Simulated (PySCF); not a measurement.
# Li₂Cl₂, a complex of two parts: interaction energy

What interaction energy should one expect for 2 × `[Li][Cl]`?

Programs: PySCF 2.14.0. All values are calculated, for the isolated system unless a continuum is named. Atoms count from 0, parts from 1.

### Step 1. Starting point

4 atoms, charge 0, multiplicity 1; geometry: GFN2-xTB. Parts: 1 = atoms 0–1, `[Li][Cl]`, charge 0; 2 = atoms 2–3, `[Li][Cl]`, charge 0.

### Step 2. Geometry optimisation at PBE0-D3(BJ)/def2-SVPD

Job settings and geometry (Å):

```
{"job": {"xc": "PBE0", "basis": "def2-SVPD", "d3": "d3bj", "grid": 2, "kind": "geom", "shake": 0.01}, "charge": 0, "multiplicity": 1, "parts": [{"atoms": "0-1", "charge": 0, "multiplicity": 1}, {"atoms": "2-3", "charge": 0, "multiplicity": 1}]}
Li    -0.030903     0.940806     0.312644
Cl     0.561061    -0.916528    -0.544363
Li     2.284621     0.254115    -1.069689
Cl     1.712650     2.142526    -0.214849
```

Run with:

```sh
OMP_NUM_THREADS=1 python cluster_run.py task.json out
```

The driver reads the jobs from task.json and runs them one after another.

**Question.** The jobs that follow are: CCSD(T)/aug-cc-pVDZ and MP2/aug-cc-pVTZ counterpoise interaction energy, frozen core, gas phase. Predict: point group; rotational constants (main isotopes); interaction energy, CCSD(T) limit estimate; MP2/aug-cc-pVTZ; T1 diagnostic.

The runs gave:

| quantity | value |
| --- | --- |
| point group | D2h |
| rotational constants (main isotopes) | 21.26, 2.27, 2.05 GHz |
| interaction energy, CCSD(T) limit estimate | -54.40 kcal/mol |
| MP2/aug-cc-pVTZ | -54.05 kcal/mol |
| T1 diagnostic | 0.0065 |

**Reading.** Over 9 steps the energy fell by 0.127 eV; of the close pairs, Li0–Cl1 changed most, 2.129 to 2.205 Å. The interaction energy leaves out the deformation of the parts, 4.85 kcal/mol (MP2); added to the CCSD(T) estimate it gives a binding of about -49.54 kcal/mol. The estimate adds CCSD(T) less MP2 in the small basis (+0.34 kcal/mol) to extrapolated MP2. Hartree-Fock gives -52.91 against -54.40 kcal/mol.
